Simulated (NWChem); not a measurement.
**One shape, several levels: GeSiH5Cl (SMILES [SiH3][GeH2][Cl])**

Wanted: a comparison of 6 runs (HF/STO-3G, HF/3-21G, HF/def2-SVP, B3LYP/6-31G*, PBE/def2-SVP, CCSD(T)/def2-SVP) of GeSiH5Cl. 

The calculation is run with NWChem 7.3.0.

46 further runs of the same task are left out: 46 set aside as unsound or not needed.

### 1 The system as given

The species is GeSiH5Cl (8 atoms), meant as a singlet with charge 0. As SMILES, `[SiH3][GeH2][Cl]`. The Ge2–H7 distance was set to 2.306 Å, away from the relaxed value. At this shape a bond of the SMILES string is far longer than usual.

Bond lengths: Si1–Ge2 2.380 Å, Ge2–Cl3 2.169 Å, Si1–H4 1.487 Å, Si1–H5 1.484 Å, Si1–H6 1.484 Å, Ge2–H8 1.537 Å. Angles: Si1–Ge2–Cl3 106.5°, Si1–Ge2–H8 114.0°, Cl3–Ge2–H8 106.1°, Ge2–Si1–H4 109.5°, Ge2–Si1–H5 108.9°, Ge2–Si1–H6 108.9°, H4–Si1–H5 109.7°, H4–Si1–H6 109.7°, H5–Si1–H6 110.1°. A long bond or contact: Ge2–H7 2.306 Å.

### 2 A single-point energy at HF/STO-3G (run 1)

job.nw

```
start job
title "ClGeH5Si"
memory 2200 mb
geometry units angstrom noautosym nocenter noautoz
  Si      -1.346022       0.953906       0.282326
  Ge       0.255878      -0.755394       0.703226
  Cl       1.480678      -0.057094       2.351026
  H       -2.227322       0.542806      -0.842474
  H       -0.632222       2.205306      -0.074074
  H       -2.160922       1.162206       1.505026
  H        1.703100      -1.135200      -1.051200
  H       -0.357822      -2.087294       1.164026
end
basis spherical bse
  Si library STO-3G
  Ge library STO-3G
  Cl library STO-3G
  H library STO-3G
end
scf
  thresh 1e-08
  maxiter 80
  noprint "final vectors analysis"
end
task scf energy
```

Run with:

```console
$ nwchem job.nw > job.out
```

The program printed:

```text
[...]
  functions       =    41
[...]
  wavefunction    = RHF
[...]
         Total SCF energy =  -2794.783375322386
      One-electron energy =  -4578.702462523736
      Two-electron energy =   1450.162666087310
 Nuclear repulsion energy =    333.756421114040
        Time for solution =      3.8s
[...]
```

Run time: 4.8 s. Hardware: 1 thread of Intel Xeon Platinum 8259CL at 2.50GHz (Skylake/Cascade Lake), shared host; peak memory 0.099 GiB.

### 3 The energy at HF/3-21G (run 2)

work.xyz

```xyz
8
ClGeH5Si
Si    -1.346022     0.953906     0.282326
Ge     0.255878    -0.755394     0.703226
Cl     1.480678    -0.057094     2.351026
H     -2.227322     0.542806    -0.842474
H     -0.632222     2.205306    -0.074074
H     -2.160922     1.162206     1.505026
H      1.703100    -1.135200    -1.051200
H     -0.357822    -2.087294     1.164026
```

work.nw

```
START work
TITLE "ClGeH5Si"
memory stack 880 mb heap 220 mb global 1100 mb
GEOMETRY units angstrom noautosym nocenter noautoz
  load format xyz work.xyz
END
BASIS spherical bse
  Si library 3-21G
  Ge library 3-21G
  Cl library 3-21G
  H library 3-21G
END
SCF
  singlet
  rhf
  thresh 1e-08
  maxiter 80
  noprint "final vectors analysis"
END
TASK scf energy
```

Run with:

```console
$ nwchem work.nw > work.out
```

The program printed:

```text
[...]
  functions       =    58
[...]
  wavefunction    = RHF
[...]
         Total SCF energy =  -2812.875145246353
      One-electron energy =  -4583.298756374104
      Two-electron energy =   1436.667190013711
 Nuclear repulsion energy =    333.756421114040
        Time for solution =      4.5s
[...]
```

It took 5.4 s on 1 thread of Intel Xeon Platinum 8259CL at 2.50GHz (Skylake/Cascade Lake), shared host; peak memory 0.098 GiB.

Runs 3 to 5 aren't shown in full; the table further down has their settings and results.

### 4 A single-point energy at CCSD(T)/def2-SVP (run 6)

sp.nw

```
start sp
memory stack 880 mb heap 220 mb global 1100 mb
geometry units angstrom noautosym nocenter noautoz
  Si    -1.346022     0.953906     0.282326
  Ge     0.255878    -0.755394     0.703226
  Cl     1.480678    -0.057094     2.351026
  H     -2.227322     0.542806    -0.842474
  H     -0.632222     2.205306    -0.074074
  H     -2.160922     1.162206     1.505026
  H      1.703100    -1.135200    -1.051200
  H     -0.357822    -2.087294     1.164026
end
basis spherical bse
  Si library def2-SVP
  Ge library def2-SVP
  Cl library def2-SVP
  H library def2-SVP
end
scf
  thresh 1e-08
  maxiter 80
  print low
end
ccsd
  freeze core 19
  maxiter 60
end
task ccsd(t) energy
```

Run with:

```console
$ nwchem sp.nw > sp.out
```

The program printed:

```text
[...]
  functions       =    93
[...]
  wavefunction    = RHF
[...]
         Total SCF energy =  -2826.166082693625
      One-electron energy =  -4598.574430134583
      Two-electron energy =   1438.651926326918
 Nuclear repulsion energy =    333.756421114040
        Time for solution =     21.2s
[...]
 Total MP2 energy:          -2826.636490585671709
[...]
             energy      energy      error      ampl     ampl      Block
                                                time     time      time
[...]
 Total CCSD energy:          -2826.684852530255284
[...]
 Total CCSD+T(CCSD) energy:          -2826.700568558455416
[...]
 Total CCSD(T) energy:               -2826.699574591104920
[...]
```

It took 3.9 min on 1 thread of Intel Xeon Platinum 8259CL at 2.50GHz (Skylake/Cascade Lake), shared host; peak memory 0.28 GiB.

### 5 Overview of the runs

| run | level | Cartesian functions | iteration cap | energy (Eh) | dipole moment (D) | wall time |
| --- | --- | --- | --- | --- | --- | --- |
| 1 | HF/STO-3G | no | 80 | -2794.783375 | 3.36 | 4.8 s |
| 2 | HF/3-21G | no | 80 | -2812.875145 | 3.43 | 5.4 s |
| 3 | HF/def2-SVP | no | 80 | -2826.166083 | 2.64 | 23 s |
| 4 | B3LYP/6-31G* (Cartesian functions) | yes | 100 | -2829.434452 | 2.54 | 47 s |
| 5 | PBE/def2-SVP | no | 100 | -2828.501441 | 2.08 | 30 s |
| 6 | CCSD(T)/def2-SVP | no | 80 | -2826.699575 | – | 3.9 min |

### 6 Outcome

| quantity | value |
| --- | --- |
| run 6: total energy | -2826.69957 Eh |
| run 6: correlation energy (19 core orbitals frozen) | -533.5 mEh |
| run 6: (T) correction | -14.72 mEh |

In words: Over runs 1, 2, 3, 4, 5 the dipole moment (its size) runs from 2.08 D (PBE/def2-SVP) to 3.43 D (HF/3-21G). The two ends differ in method and basis. Over runs 3, 4, 5 the HOMO–LUMO gap runs from 3.62 eV (PBE/def2-SVP) to 11.15 eV (HF/def2-SVP). Exact exchange widens orbital gaps. Totals of different functionals can't be ranked against each other. In run 1 the basis is minimal, so the values are rough. All runs together took 5.7 min, the longest 3.9 min.
